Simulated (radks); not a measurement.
**Sb⁶⁺ in [Ar] 3d10 4s2 4p5.75 4d9.25: an all-electron calculation**

One table from this session's results is given with a row withheld; the runs are named, their logs left out.

The numbers are computed with radks (a radial shooting solver on a logarithmic mesh, Libxc functionals) version 1 (scalar-relativistic Kohn-Sham, PBE, spin-unpolarised, spherical densities, finite nucleus), except any that are marked as measured or tabulated.

## What is computed

| Property | Result |
| --- | --- |
| element | antimony (Z = 51) |
| charge | +6 |
| electrons | 45 |
| configuration | [Ar] 3d10 4s2 4p5.75 4d9.25 |
| nuclear rms radius | 4.6802 fm |

Set-up of the first run:

Settings of this run:

```text
Z 51
configuration [Ar] 3d10 4s2 4p5.75 4d9.25 5s0 5p0 4f0 5d0
relativity scalar-relativistic
functional pbe,pbe
spin unpolarised
nucleus finite rms 4.6802 fm
c 137.035999084
```

Steps of the session up to this table: Self-consistent calculation.

One table of the session follows, with a row left open; its other results are not shown here.

It belongs to the step «Shells». Sizes of the orbitals, from the radial functions (bohr):

```
level      <r>  outermost maximum (interpolated)  90 % within  nodes
   1s  0.02842                            0.0183       0.0511      0
   2s   0.1226                             0.104        0.189      1
   2p   0.1071                            0.0830        0.174      0
   3s        ?                                 ?            ?      ?
   3p   0.3286                             0.293        0.493      1
   3d   0.3052                             0.244        0.480      0
   4s   0.7844                             0.721         1.13      3
   4p   0.8400                             0.759         1.23      2
   4d   0.9735                             0.833         1.47      1
   5s    1.795                              1.68         2.54      4
   5p    1.994                              1.86         2.82      3
   4f    1.627                              1.26         2.64      0
   5d    2.448                              2.30         3.50      2
```

**Question.** Estimate the row for 3s.

The run gave: <r>: 0.3304; outermost maximum (interpolated): 0.300; 90 % within: 0.486; nodes: 2. In the column «<r>» it lies between 3p (0.3286) and 4s (0.7844).
